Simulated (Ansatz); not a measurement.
# C2H7GeNO: small, medium and large basis sets

Aim: see how fast density functionals converge with the basis set for C2H7GeNO.

Program: Ansatz 0.2.0, Gaussian basis. Level of theory: one geometry, several basis sets. These are calculated values, not measurements.

The runs, in order: PBE0-D4/def2-SVP; ωB97M-V/def2-SVP; PBE0-D4/def2-QZVPP; ωB97M-V/def2-QZVPP; the functionals' def2-TZVPP values are taken from earlier runs.

### Step 1. The relaxed structure

All runs share one geometry, relaxed beforehand with PBE0-D4 in a triple-zeta def2 set.

SMILES `C=N[CH](O)[GeH3]`, 12 atoms, charge 0, spin multiplicity 1.

Atoms are counted from 1 here; the program's logs count them from 0.

Bond lengths: C1–N2 1.260 Å, C1–H6 1.098 Å, C1–H7 1.089 Å, N2–C3 1.430 Å, C3–O4 1.405 Å, C3–Ge5 2.001 Å, C3–H8 1.099 Å, O4–H9 0.964 Å, Ge5–H10 1.537 Å, Ge5–H11 1.540 Å, Ge5–H12 1.537 Å. Angles: N2–C1–H6 123.4°, N2–C1–H7 119.2°, H6–C1–H7 117.4°, C1–N2–C3 119.6°, N2–C3–O4 110.4°, N2–C3–Ge5 108.2°, N2–C3–H8 112.9°, O4–C3–Ge5 110.3°, O4–C3–H8 106.2°, Ge5–C3–H8 108.7°, C3–O4–H9 106.5°, C3–Ge5–H10 108.2°, C3–Ge5–H11 110.1°, C3–Ge5–H12 108.8°, H10–Ge5–H11 109.9°, H10–Ge5–H12 109.9°, H11–Ge5–H12 109.9°.

### Step 2. PBE0-D4 in def2-SVP

File in.yaml:

```yaml
crystal:
  periodic: [false, false, false]
  atoms:
    - {symbol: C, position_ang: [-0.663233, 1.051555, 1.618396]}
    - {symbol: N, position_ang: [-0.972703, 0.515074, 0.521053]}
    - {symbol: C, position_ang: [-0.008091, 0.453229, -0.532447]}
    - {symbol: O, position_ang: [-0.628830, 0.647771, -1.778277]}
    - {symbol: Ge, position_ang: [0.873953, -1.342140, -0.469507]}
    - {symbol: H, position_ang: [0.314158, 1.512511, 1.810704]}
    - {symbol: H, position_ang: [-1.391180, 1.064040, 2.427604]}
    - {symbol: H, position_ang: [0.765882, 1.228491, -0.450552]}
    - {symbol: H, position_ang: [-1.480257, 0.198588, -1.733684]}
    - {symbol: H, position_ang: [-0.204534, -2.413802, -0.695153]}
    - {symbol: H, position_ang: [1.544015, -1.553903, 0.901215]}
    - {symbol: H, position_ang: [1.927823, -1.416615, -1.585352]}
basis:
  gaussian: {orbitals: def2-SVP}
hamiltonian: {xc: pbe0, dispersion: d4}
output: {orbitals: {seedname: orbitals}}
```

On the command line:

```sh
> ansatz run in.yaml --threads 4 --pin off --events-out ev --progress --plain --max-ram 10444MiB
```

Further steps of the session: ωB97M-V in def2-SVP; PBE0-D4 in def2-QZVPP; ωB97M-V in def2-QZVPP.

Q: Predict the results of all the runs planned. Wanted: PBE0-D4: double and triple zeta above quadruple; ωB97M-V: double and triple zeta above quadruple.

**Answer**, as computed:

| quantity | value |
| --- | --- |
| PBE0-D4: double and triple zeta above quadruple | 15.25, 1.55 eV |
| ωB97M-V: double and triple zeta above quadruple | 15.45, 1.51 eV |

In words: PBE0-D4 gains 13.70 eV from double to triple zeta, then 1.55 eV more. Total energies overstate the basis error of differences, where much of it tends to cancel.
